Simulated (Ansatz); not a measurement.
# CH3Cl3SeTi: how energies converge with the basis set

How large a basis does CH3Cl3SeTi need? Two functionals are run in growing sets.

Computed with Ansatz 0.2.0, Gaussian basis. Level: one geometry, several basis sets.

Levels to be run: PBE0-D4/def2-SVP; ωB97M-V/def2-SVP; PBE0-D4/def2-QZVPP; ωB97M-V/def2-QZVPP; the functionals' def2-TZVPP values are taken from earlier runs.

### Step 1. Structure used throughout

The geometry comes from an earlier relaxation with PBE0-D4 in a triple-zeta def2 set; it is a stationary point, not always the lowest conformer.

SMILES `C[Se][Ti]([Cl])([Cl])[Cl]`, 9 atoms, charge 0, spin multiplicity 1.

Atoms are counted from 1 here; the program's logs count them from 0.

Bond lengths: C1–Se2 1.964 Å, C1–H7 1.088 Å, C1–H8 1.088 Å, C1–H9 1.088 Å, Se2–Ti3 2.369 Å, Ti3–Cl4 2.181 Å, Ti3–Cl5 2.166 Å, Ti3–Cl6 2.181 Å. Angles: Se2–C1–H7 109.7°, Se2–C1–H8 109.7°, Se2–C1–H9 106.2°, H7–C1–H8 110.9°, H7–C1–H9 110.1°, H8–C1–H9 110.1°, C1–Se2–Ti3 96.3°, Se2–Ti3–Cl4 107.5°, Se2–Ti3–Cl5 104.2°, Se2–Ti3–Cl6 107.5°, Cl4–Ti3–Cl5 113.8°, Cl4–Ti3–Cl6 109.4°, Cl5–Ti3–Cl6 113.8°.

### Step 2. PBE0-D4 in def2-SVP

The input, in.yaml:

```yaml
crystal:
  periodic: [false, false, false]
  atoms:
    - {symbol: C, position_ang: [-0.061442, -1.427745, 0.862380]}
    - {symbol: Se, position_ang: [1.428263, -0.524706, -0.043740]}
    - {symbol: Ti, position_ang: [0.170337, 1.321603, -0.831238]}
    - {symbol: Cl, position_ang: [-1.432089, 0.537274, -2.085105]}
    - {symbol: Cl, position_ang: [1.612065, 2.528211, -1.907308]}
    - {symbol: Cl, position_ang: [-0.690406, 2.318600, 0.906690]}
    - {symbol: H, position_ang: [-0.463042, -0.782817, 1.640810]}
    - {symbol: H, position_ang: [-0.830335, -1.684996, 0.137272]}
    - {symbol: H, position_ang: [0.355149, -2.331624, 1.303140]}
basis:
  gaussian: {orbitals: def2-SVP}
hamiltonian: {xc: pbe0, dispersion: d4}
output: {orbitals: {seedname: orbitals}}
```

Command:

```
ansatz run in.yaml --threads 2 --pin off --events-out ev --progress --plain --max-ram 32768MiB --backend cpu
```

The runs that follow: ωB97M-V in def2-SVP; PBE0-D4 in def2-QZVPP; ωB97M-V in def2-QZVPP.

Q: Predict the results of all the runs planned. Wanted: PBE0-D4: double and triple zeta above quadruple; ωB97M-V: double and triple zeta above quadruple.

**Answer**, as computed:

| quantity | value |
| --- | --- |
| PBE0-D4: double and triple zeta above quadruple | 28.27, 2.98 eV |
| ωB97M-V: double and triple zeta above quadruple | 28.01, 2.85 eV |

**Reading.** For PBE0-D4 the step from double to triple zeta gains 25.29 eV and the next only 2.98 eV. Total energies overstate the basis error of differences, where much of it tends to cancel.
